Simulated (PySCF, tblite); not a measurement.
# CaH₂F₂ (+2), an ion with solvent molecules: NMR shifts, interaction energy, infrared bands, spin-spin couplings and core binding energies

Aim: the NMR shifts, interaction energy, infrared bands, spin-spin couplings and core binding energies of `[Ca+2]` with 2 × `F`.

Programs: tblite 0.8.0 and PySCF 2.14.0. All values are calculated, for the isolated system unless a continuum is named. Atoms count from 0, parts from 1.

## 1. Starting point

5 atoms, charge 2, multiplicity 1; geometry: rigid parts in contact. Parts: 1 = atom 0, `[Ca+2]`, charge 2; 2 = atoms 1–2, `F`, charge 0; 3 = atoms 3–4, `F`, charge 0.

## 2. Docking the parts with GFN2-xTB

Job settings and geometry (Å):

```
{"job": {"kind": "dock", "xc": "GFN2-xTB", "basis": "xTB"}, "charge": 2, "multiplicity": 1, "parts": [{"atoms": "0-0", "charge": 2, "multiplicity": 1}, {"atoms": "1-2", "charge": 0, "multiplicity": 1}, {"atoms": "3-4", "charge": 0, "multiplicity": 1}]}
Ca    -0.277150     0.511085    -0.555231
F      0.666885     2.130138    -1.580525
H      1.233277     2.870687    -1.950582
F     -2.188359     1.482986    -0.600947
H     -3.136104     1.788732    -0.719741
```

Method: GFN2-xTB search for minima from random contacts, gas phase.

Command:

```console
> OMP_NUM_THREADS=1 python cluster_run.py task.json out
```

The driver reads the jobs from task.json and runs them one after another.

The log of the run:

```text
step      E/eV     max force
  0    -267.35686    0.283
  1    -267.35977    0.132
  2    -267.36110    0.136
  3    -267.36296    0.184
  4    -267.36776    0.264
  5    -267.37197    0.226
  6    -267.37308    0.119
  7    -267.37367    0.071
  8    -267.37432    0.132
  9    -267.37513    0.165
 10    -267.37652    0.170
 11    -267.37776    0.122
 12    -267.37860    0.073
 13    -267.37899    0.066
 14    -267.37930    0.069
 15    -267.37994    0.109
 16    -267.38138    0.174
 17    -267.38446    0.232
 18    -267.38962    0.236
 19    -267.39451    0.240
 20    -267.39745    0.265
 21    -267.40108    0.243
 22    -267.40367    0.188
 23    -267.40737    0.212
 24    -267.41209    0.226
 25    -267.41783    0.201
 26    -267.42460    0.144
 27    -267.43088    0.204
 28    -267.43070    0.225
 29    -267.43579    0.128
 30    -267.43787    0.153
 31    -267.44021    0.105
 32    -267.44157    0.077
 33    -267.44220    0.063
 34    -267.44264    0.064
 35    -267.44310    0.101
 36    -267.44391    0.079
 37    -267.44538    0.054
 38    -267.44596    0.025
 39    -267.44616    0.035
 40    -267.44624    0.029
 41    -267.44629    0.023
 42    -267.44632    0.007

distinct minima (kcal/mol above the one taken): 0.00
binding energy -350.559 kcal/mol
```

Run time: 8.6 s. Hardware: 1 thread of Intel Xeon 6975P-C, shared host.

Along the way: (not every step is listed)

```
step  energy from step 0 (eV)  largest force (eV/Å)
   0                   0.0000                0.2827
   1                  -0.0029                0.1317
   2                  -0.0042                0.1356
   3                  -0.0061                0.1840
   4                  -0.0109                0.2640
   5                  -0.0151                0.2267
   6                  -0.0162                0.1195
   7                  -0.0168                0.0715
   8                  -0.0175                0.1323
  10                  -0.0197                0.1703
  12                  -0.0217                0.0725
  14                  -0.0224                0.0691
  16                  -0.0245                0.1730
  18                  -0.0328                0.2365
  20                  -0.0406                0.2647
  22                  -0.0468                0.1883
  24                  -0.0552                0.2258
  26                  -0.0677                0.1437
  28                  -0.0738                0.2249
  30                  -0.0810                0.1533
  32                  -0.0847                0.0767
  34                  -0.0858                0.0646
  36                  -0.0871                0.0797
  37                  -0.0885                0.0541
  38                  -0.0891                0.0250
  39                  -0.0893                0.0347
  40                  -0.0894                0.0292
  41                  -0.0894                0.0234
  42                  -0.0895                0.0073
```

Distances of close pairs at the start and the end, largest changes first:

```
  bond  before (Å)  after (Å)  change (Å)
Ca0–F3       2.145      2.113      -0.032
Ca0–F1       2.136      2.113      -0.023
 F1–H2       1.003      0.989      -0.015
 F3–H4       1.003      0.989      -0.014
```

The start already departs from the parts as drawn, at Ca0–F1, Ca0–F3.

Contacts between the parts in the structure taken on (a selection, picked against the atoms' radii; other short pairs can be missing):

```
   atoms  distance (Å)  kind (by distance and angle)  angle (°)
Ca0···F3          2.11              bonding distance          –
Ca0···F1          2.11              bonding distance          –
```

## 3. Relaxing the molecule at PBE0-D3(BJ)/def2-SVPD

Job settings and geometry (Å):

```
{"job": {"xc": "PBE0", "basis": "def2-SVPD", "d3": "d3bj", "grid": 2, "kind": "geom", "shake": 0.01}, "charge": 2, "multiplicity": 1, "parts": [{"atoms": "0-0", "charge": 2, "multiplicity": 1}, {"atoms": "1-2", "charge": 0, "multiplicity": 1}, {"atoms": "3-4", "charge": 0, "multiplicity": 1}]}
Ca    -0.715655     1.720661    -1.071867
F      1.219494     2.238699    -1.687032
H      2.126806     2.470567    -1.966771
F     -2.675348     1.273568    -0.489861
H     -3.631798     1.043308    -0.212200
```

The log of the run:

```text
step   0  E = -877.30798333  max force = 0.070826
step   1  E = -877.31669639  max force = 0.026032
step   2  E = -877.31738299  max force = 0.008514
step   3  E = -877.31746742  max force = 0.002049
step   4  E = -877.31749546  max force = 0.000918
step   5  E = -877.31751921  max force = 0.002074
step   6  E = -877.31754604  max force = 0.002145
step   7  E = -877.31755941  max force = 0.001098
step   8  E = -877.31756305  max force = 0.000178
optimisation converged
```

It took 12 s on 1 thread of Intel Xeon 6975P-C, shared host; peak memory 0.39 GiB.

The steps of the relaxation:

```
step  energy from step 0 (eV)  largest force component (eV/Å)
   0                   0.0000                          3.6420
   1                  -0.2371                          1.3386
   2                  -0.2558                          0.4378
   3                  -0.2581                          0.1054
   4                  -0.2588                          0.0472
   5                  -0.2595                          0.1066
   6                  -0.2602                          0.1103
   7                  -0.2606                          0.0565
   8                  -0.2607                          0.0092
```

Close pairs (by a distance rule), those that changed most:

```
  bond  before (Å)  after (Å)  change (Å)
Ca0–F3       2.093      2.212      +0.119
Ca0–F1       2.096      2.212      +0.116
 F3–H4       1.022      0.942      -0.080
 F1–H2       0.977      0.942      -0.036
```

The end geometry stands in the next job.

```
                         at the end point                 value
  point group (found at 0.08 Å tolerance)                   C2v
rotational constants (GHz, main isotopes)  1960.6, 2.461, 2.458
```

Contacts at the end point (a selection, picked against the atoms' radii; other short pairs can be missing):

```
   atoms  distance (Å)  kind (by distance and angle)  angle (°)
Ca0···F1          2.21              bonding distance          –
Ca0···F3          2.21              bonding distance          –
```

Against the parts relaxed at this level the binding energy is -78.85 kcal/mol, without counterpoise.

## 4. NMR shieldings: PBE0/pcSseg-2

Job settings and geometry (Å):

```
{"job": {"kind": "nmr", "xc": "PBE0", "basis": "pcSseg-2"}, "charge": 2, "multiplicity": 1, "parts": [{"atoms": "0-0", "charge": 2, "multiplicity": 1}, {"atoms": "1-2", "charge": 0, "multiplicity": 1}, {"atoms": "3-4", "charge": 0, "multiplicity": 1}]}
Ca    -0.703010     1.658462    -1.050048
F      1.318998     2.231960    -1.738317
H      2.183265     2.468967    -2.027859
F     -2.794126     1.283316    -0.435413
H     -3.681638     1.104082    -0.176106
```

With the program's defaults for keys left out, this is: GIAO PBE0/pcSseg-2 NMR shielding, non-relativistic, gas phase.

The log of the run:

```text
coarse grid: 5840 points
cycle   1  E = -877.5949862698  dE =  6.199e-01  |g| = 5.916e-01  |ddm| = 2.078e+00
cycle   2  E = -877.5630389083  dE =  3.195e-02  |g| = 7.678e-01  |ddm| = 4.002e-01
cycle   3  E = -877.6438373889  dE = -8.080e-02  |g| = 5.090e-02  |ddm| = 2.353e-01
cycle   4  E = -877.6441603202  dE = -3.229e-04  |g| = 5.931e-03  |ddm| = 1.779e-02
cycle   5  E = -877.6441638900  dE = -3.570e-06  |g| = 4.007e-04  |ddm| = 2.289e-03
final grid: 47032 points
cycle   6  E = -877.6391340516  dE = -1.357e-04  |g| = 4.967e-03  |ddm| = 1.705e-02
cycle   7  E = -877.6391327707  dE =  1.281e-06  |g| = 5.488e-03  |ddm| = 2.787e-03
cycle   8  E = -877.6391366790  dE = -3.908e-06  |g| = 6.814e-04  |ddm| = 1.718e-03
cycle   9  E = -877.6391367364  dE = -5.739e-08  |g| = 6.065e-05  |ddm| = 2.059e-04
cycle  10  E = -877.6391367367  dE = -3.373e-10  |g| = 1.035e-05  |ddm| = 2.825e-05
converged SCF energy = -877.6391367367

GIAO shielding tensors (ppm)
atom      isotropic    diamagn.    paramagn.     s11        s22        s33       span
  0 Ca    1333.629    1413.716     -80.087   1290.595   1290.966   1419.326    128.730
  1 F      372.163     471.227     -99.064    315.466    315.511    485.513    170.047
  2 H       23.202      24.541      -1.339     14.241     14.241     41.124     26.883
  3 F      372.145     471.340     -99.195    315.453    315.496    485.487    170.034
  4 H       23.200      24.514      -1.313     14.240     14.240     41.120     26.880

== part 1 alone, relaxed ==
coarse grid: 2424 points
cycle   1  E = -676.7265071398  dE =  6.139e-01  |g| = 1.491e-01  |ddm| = 1.845e+00
cycle   2  E = -676.7288723715  dE = -2.365e-03  |g| = 7.252e-02  |ddm| = 1.026e-01
cycle   3  E = -676.7292753639  dE = -4.030e-04  |g| = 1.828e-03  |ddm| = 3.208e-02
cycle   4  E = -676.7292756404  dE = -2.765e-07  |g| = 4.780e-04  |ddm| = 1.640e-03
final grid: 13080 points
cycle   5  E = -676.7314161098  dE = -2.581e-06  |g| = 1.929e-03  |ddm| = 3.495e-03
cycle   6  E = -676.7314162705  dE = -1.607e-07  |g| = 8.109e-04  |ddm| = 9.542e-04
cycle   7  E = -676.7314163118  dE = -4.129e-08  |g| = 1.625e-05  |ddm| = 3.208e-04
cycle   8  E = -676.7314163118  dE = -2.672e-11  |g| = 1.294e-06  |ddm| = 8.611e-06
converged SCF energy = -676.7314163118

GIAO shielding tensors (ppm)
atom      isotropic    diamagn.    paramagn.     s11        s22        s33       span
  0 Ca    1412.959    1412.959       0.000   1412.959   1412.959   1412.959      0.000

== part 2 alone, relaxed ==
coarse grid: 1712 points
cycle   1  E = -100.3581346345  dE = -3.814e-02  |g| = 4.992e-01  |ddm| = 6.681e-01
cycle   2  E = -100.3253623053  dE =  3.277e-02  |g| = 7.165e-01  |ddm| = 4.654e-01
cycle   3  E = -100.3977069145  dE = -7.234e-02  |g| = 2.269e-02  |ddm| = 2.548e-01
cycle   4  E = -100.3977762849  dE = -6.937e-05  |g| = 4.241e-03  |ddm| = 9.336e-03
cycle   5  E = -100.3977780994  dE = -1.814e-06  |g| = 2.701e-04  |ddm| = 1.312e-03
final grid: 16976 points
cycle   6  E = -100.3941209386  dE = -2.791e-05  |g| = 3.747e-03  |ddm| = 7.972e-03
cycle   7  E = -100.3941196066  dE =  1.332e-06  |g| = 4.815e-03  |ddm| = 2.654e-03
cycle   8  E = -100.3941227050  dE = -3.098e-06  |g| = 1.826e-04  |ddm| = 1.593e-03
cycle   9  E = -100.3941227089  dE = -3.938e-09  |g| = 1.528e-05  |ddm| = 6.188e-05
cycle  10  E = -100.3941227090  dE = -2.930e-11  |g| = 2.945e-06  |ddm| = 6.413e-06
converged SCF energy = -100.3941227090

GIAO shielding tensors (ppm)
atom      isotropic    diamagn.    paramagn.     s11        s22        s33       span
  0 F      410.885     463.822     -52.937    375.521    375.521    481.614    106.093
  1 H       29.189      29.665      -0.476     21.753     21.753     44.061     22.309
```

It took 6.1 s on 1 thread of Intel Xeon 6975P-C, shared host; peak memory 0.59 GiB.

No reference compound was run at this level, so shieldings alone are listed. Atoms listed in one row are averaged.

```
 atoms                          environment  σ (ppm)
H2, H4  hydrogen on a fluorine bonded to Ca    23.20
   Ca0                     Ca bonded to 2 F     1334
F1, F3             fluorine bonded to Ca, H    372.2
```

Charges from the same density, by scheme (e):

```
 atoms  Mulliken    IAO  Hirshfeld  ESP fit
   Ca0      1.87   1.94       1.50     1.93
F1, F3     -0.38  -0.53      -0.09    -0.62
```

Mayer bond orders: Ca0–F1 0.11, Ca0–F3 0.11.

Against the parts alone, each relaxed by itself:

```
atom  σ alone (ppm)  σ in the cluster  shift on binding (ppm)
 Ca0        1412.96           1333.63                  +79.33
  F3         410.89            372.15                  +38.74
  F1         410.89            372.16                  +38.72
  H4          29.19             23.20                   +5.99
  H2          29.19             23.20                   +5.99
```

## 5. Interaction energy: wB97M-D3(BJ)/def2-TZVPD

Job settings and geometry (Å):

```
{"job": {"kind": "inter", "xc": "wB97M-D3(BJ)", "basis": "def2-TZVPD", "pairs": true}, "charge": 2, "multiplicity": 1, "parts": [{"atoms": "0-0", "charge": 2, "multiplicity": 1}, {"atoms": "1-2", "charge": 0, "multiplicity": 1}, {"atoms": "3-4", "charge": 0, "multiplicity": 1}]}
Ca    -0.703010     1.658462    -1.050048
F      1.318998     2.231960    -1.738317
H      2.183265     2.468967    -2.027859
F     -2.794126     1.283316    -0.435413
H     -3.681638     1.104082    -0.176106
```

With the program's defaults for keys left out, this is: wB97M-D3(BJ)/def2-TZVPD interaction energy, counterpoise and uncorrected, gas phase.

The log of the run:

```text
part 1, own basis, geometry of the cluster
coarse grid: 7336 points
cycle   1  E = -676.9502460770  dE =  6.263e-01  |g| = 1.051e-01  |ddm| = 1.832e+00
cycle   2  E = -676.9525691848  dE = -2.323e-03  |g| = 3.218e-02  |ddm| = 1.327e-01
cycle   3  E = -676.9527151385  dE = -1.460e-04  |g| = 1.709e-03  |ddm| = 3.491e-02
cycle   4  E = -676.9527159819  dE = -8.435e-07  |g| = 8.032e-05  |ddm| = 2.716e-03
final grid: 13080 points
cycle   5  E = -676.9527475973  dE = -4.446e-09  |g| = 4.104e-05  |ddm| = 1.749e-04
cycle   6  E = -676.9527475975  dE = -2.266e-10  |g| = 1.021e-05  |ddm| = 5.656e-05
converged SCF energy = -676.9527475975

part 2, own basis, geometry of the cluster
coarse grid: 7776 points
cycle   1  E = -100.4674178263  dE = -1.106e-01  |g| = 4.672e-01  |ddm| = 6.131e-01
cycle   2  E = -100.4702205252  dE = -2.803e-03  |g| = 5.164e-01  |ddm| = 3.862e-01
cycle   3  E = -100.5049776338  dE = -3.476e-02  |g| = 2.601e-02  |ddm| = 1.716e-01
cycle   4  E = -100.5050554260  dE = -7.779e-05  |g| = 5.261e-03  |ddm| = 1.073e-02
cycle   5  E = -100.5050604798  dE = -5.054e-06  |g| = 4.613e-04  |ddm| = 3.853e-03
final grid: 16976 points
cycle   6  E = -100.5050502801  dE = -7.625e-08  |g| = 1.137e-04  |ddm| = 8.961e-04
cycle   7  E = -100.5050502845  dE = -4.439e-09  |g| = 8.133e-05  |ddm| = 2.357e-04
cycle   8  E = -100.5050502854  dE = -9.000e-10  |g| = 2.597e-05  |ddm| = 4.086e-05
converged SCF energy = -100.5050502854

part 3, own basis, geometry of the cluster
coarse grid: 7776 points
cycle   1  E = -100.4674194287  dE = -1.106e-01  |g| = 4.672e-01  |ddm| = 6.131e-01
cycle   2  E = -100.4702196436  dE = -2.800e-03  |g| = 5.164e-01  |ddm| = 3.862e-01
cycle   3  E = -100.5049821828  dE = -3.476e-02  |g| = 2.601e-02  |ddm| = 1.717e-01
cycle   4  E = -100.5050599808  dE = -7.780e-05  |g| = 5.261e-03  |ddm| = 1.073e-02
cycle   5  E = -100.5050650354  dE = -5.055e-06  |g| = 4.614e-04  |ddm| = 3.853e-03
final grid: 16976 points
cycle   6  E = -100.5050497463  dE = -7.545e-08  |g| = 1.113e-04  |ddm| = 8.801e-04
cycle   7  E = -100.5050497507  dE = -4.435e-09  |g| = 7.708e-05  |ddm| = 2.325e-04
cycle   8  E = -100.5050497515  dE = -8.142e-10  |g| = 2.671e-05  |ddm| = 4.076e-05
converged SCF energy = -100.5050497515

part 1, own basis, relaxed alone: E = -676.9527475975 (as before)

part 2, own basis, relaxed alone
coarse grid: 7776 points
cycle   1  E = -100.4688144048  dE = -9.408e-02  |g| = 4.644e-01  |ddm| = 6.197e-01
cycle   2  E = -100.4724955342  dE = -3.681e-03  |g| = 5.038e-01  |ddm| = 3.808e-01
cycle   3  E = -100.5053087726  dE = -3.281e-02  |g| = 2.574e-02  |ddm| = 1.678e-01
cycle   4  E = -100.5053847508  dE = -7.598e-05  |g| = 5.006e-03  |ddm| = 1.077e-02
cycle   5  E = -100.5053893919  dE = -4.641e-06  |g| = 4.334e-04  |ddm| = 3.766e-03
final grid: 16976 points
cycle   6  E = -100.5053937935  dE = -6.399e-08  |g| = 1.073e-04  |ddm| = 8.224e-04
cycle   7  E = -100.5053937970  dE = -3.440e-09  |g| = 8.310e-05  |ddm| = 2.186e-04
cycle   8  E = -100.5053937979  dE = -9.023e-10  |g| = 2.025e-05  |ddm| = 3.759e-05
converged SCF energy = -100.5053937979

part 3, own basis, relaxed alone: E = -100.5053937979 (as before)

cluster
final grid: 47032 points
cycle   1  E = -878.0754477266  dE = -6.041e-02  |g| = 1.579e-01  |ddm| = 1.119e+00
cycle   2  E = -878.0780038634  dE = -2.556e-03  |g| = 1.201e-01  |ddm| = 1.899e-01
cycle   3  E = -878.0797610257  dE = -1.757e-03  |g| = 2.287e-02  |ddm| = 5.417e-02
cycle   4  E = -878.0798417072  dE = -8.068e-05  |g| = 3.309e-03  |ddm| = 1.501e-02
cycle   5  E = -878.0798456810  dE = -3.974e-06  |g| = 2.299e-04  |ddm| = 3.825e-03
cycle   6  E = -878.0798457143  dE = -3.324e-08  |g| = 5.815e-05  |ddm| = 6.073e-04
cycle   7  E = -878.0798457155  dE = -1.246e-09  |g| = 1.406e-05  |ddm| = 9.600e-05
cycle   8  E = -878.0798457156  dE = -8.072e-11  |g| = 2.767e-06  |ddm| = 2.030e-05
converged SCF energy = -878.0798457156

part 1 in the basis of the cluster
final grid: 47032 points
cycle   1  E = -676.9530465806  dE = -2.990e-04  |g| = 1.801e-03  |ddm| = 2.120e-01
cycle   2  E = -676.9530468746  dE = -2.940e-07  |g| = 1.996e-04  |ddm| = 8.957e-03
cycle   3  E = -676.9530468800  dE = -5.365e-09  |g| = 4.406e-05  |ddm| = 7.853e-04
cycle   4  E = -676.9530468803  dE = -2.758e-10  |g| = 2.107e-06  |ddm| = 7.667e-05
converged SCF energy = -676.9530468803

part 2 in the basis of the cluster
final grid: 47032 points
cycle   1  E = -100.5051121358  dE = -6.723e-05  |g| = 1.781e-03  |ddm| = 1.079e-01
cycle   2  E = -100.5051138418  dE = -1.706e-06  |g| = 4.193e-04  |ddm| = 1.078e-02
cycle   3  E = -100.5051139021  dE = -6.030e-08  |g| = 3.649e-04  |ddm| = 1.646e-03
cycle   4  E = -100.5051139197  dE = -1.763e-08  |g| = 1.770e-05  |ddm| = 2.024e-04
cycle   5  E = -100.5051139199  dE = -1.214e-10  |g| = 2.408e-06  |ddm| = 7.498e-05
converged SCF energy = -100.5051139199

part 3 in the basis of the cluster
final grid: 47032 points
cycle   1  E = -100.5051044786  dE = -6.727e-05  |g| = 1.779e-03  |ddm| = 1.085e-01
cycle   2  E = -100.5051061845  dE = -1.706e-06  |g| = 4.052e-04  |ddm| = 1.087e-02
cycle   3  E = -100.5051062454  dE = -6.085e-08  |g| = 3.422e-04  |ddm| = 1.680e-03
cycle   4  E = -100.5051062608  dE = -1.548e-08  |g| = 1.801e-05  |ddm| = 1.855e-04
cycle   5  E = -100.5051062610  dE = -1.224e-10  |g| = 2.309e-06  |ddm| = 7.490e-05
converged SCF energy = -100.5051062610

parts 1 and 2 in the basis of the cluster
final grid: 47032 points
cycle   1  E = -777.5170605738  dE = -3.273e-02  |g| = 1.124e-01  |ddm| = 7.769e-01
cycle   2  E = -777.5186367406  dE = -1.576e-03  |g| = 8.611e-02  |ddm| = 1.660e-01
cycle   3  E = -777.5195636457  dE = -9.269e-04  |g| = 1.666e-02  |ddm| = 3.778e-02
cycle   4  E = -777.5196129109  dE = -4.927e-05  |g| = 3.062e-03  |ddm| = 1.384e-02
cycle   5  E = -777.5196162401  dE = -3.329e-06  |g| = 4.792e-04  |ddm| = 5.174e-03
cycle   6  E = -777.5196163007  dE = -6.056e-08  |g| = 9.149e-05  |ddm| = 7.520e-04
cycle   7  E = -777.5196163051  dE = -4.416e-09  |g| = 1.377e-05  |ddm| = 2.020e-04
cycle   8  E = -777.5196163052  dE = -9.470e-11  |g| = 2.153e-06  |ddm| = 2.709e-05
converged SCF energy = -777.5196163052

parts 1 and 3 in the basis of the cluster
final grid: 47032 points
cycle   1  E = -777.5170510922  dE = -3.273e-02  |g| = 1.124e-01  |ddm| = 7.801e-01
cycle   2  E = -777.5186274165  dE = -1.576e-03  |g| = 8.613e-02  |ddm| = 1.665e-01
cycle   3  E = -777.5195547042  dE = -9.273e-04  |g| = 1.666e-02  |ddm| = 3.782e-02
cycle   4  E = -777.5196039676  dE = -4.926e-05  |g| = 3.063e-03  |ddm| = 1.388e-02
cycle   5  E = -777.5196072987  dE = -3.331e-06  |g| = 4.792e-04  |ddm| = 5.182e-03
cycle   6  E = -777.5196073593  dE = -6.058e-08  |g| = 9.155e-05  |ddm| = 7.531e-04
cycle   7  E = -777.5196073637  dE = -4.426e-09  |g| = 1.378e-05  |ddm| = 2.027e-04
cycle   8  E = -777.5196073638  dE = -9.538e-11  |g| = 2.155e-06  |ddm| = 2.701e-05
converged SCF energy = -777.5196073638

parts 2 and 3 in the basis of the cluster
final grid: 47032 points
cycle   1  E = -201.0094946211  dE = -1.405e-04  |g| = 4.155e-03  |ddm| = 1.542e-01
cycle   2  E = -201.0094979438  dE = -3.323e-06  |g| = 3.295e-03  |ddm| = 1.585e-02
cycle   3  E = -201.0094993494  dE = -1.406e-06  |g| = 6.777e-04  |ddm| = 1.667e-03
cycle   4  E = -201.0094994363  dE = -8.687e-08  |g| = 7.658e-05  |ddm| = 1.229e-03
cycle   5  E = -201.0094994379  dE = -1.617e-09  |g| = 8.094e-06  |ddm| = 1.757e-04
cycle   6  E = -201.0094994380  dE = -4.218e-11  |g| = 9.772e-07  |ddm| = 3.976e-05
converged SCF energy = -201.0094994380

Interaction energy (kcal/mol)
  counterpoise      -74.042
  uncorrected       -74.316
  dispersion part    -0.887
  deformation         0.431
  binding           -73.610

Decomposition of the uncorrected value (kcal/mol)
  electrostatic     -60.303
  Pauli              27.544
  orbital           -40.669
  dispersion         -0.887

Charge of each part in the cluster: 1.918 0.041 0.041

Pairs (kcal/mol): 1-2 -39.264, 1-3 -39.264, 2-3 0.433
  two-body sum -78.095, many-body rest 4.054
```

Wall time 11 s (1 thread of Intel Xeon 6975P-C, shared host); peak memory 0.47 GiB.

Contacts at this geometry (a selection, picked against the atoms' radii; other short pairs can be missing):

```
   atoms  distance (Å)  kind (by distance and angle)  angle (°)
Ca0···F1          2.21              bonding distance          –
Ca0···F3          2.21              bonding distance          –
```

The decomposition goes in steps from the parts' own densities: electrostatics between them unchanged, then the rise on making their orbitals orthogonal (called Pauli here; it holds the exchange-correlation between the parts too, so it can be small or negative at long range), then orbital relaxation, then the dispersion term. Charges of the parts share the cluster's density out in proportion to the parts' own densities.

The SCF energies in the log hold no dispersion term; the tabulated energies do.

The parts:

```
part  SMILES  deformation (kcal/mol)  HOMO alone (eV)  charge in the cluster (e)
   1  [Ca+2]                    0.00           -47.92                      1.918
   2       F                    0.22           -14.54                      0.041
   3       F                    0.22           -14.54                      0.041
```

[end of part 1 of 2]
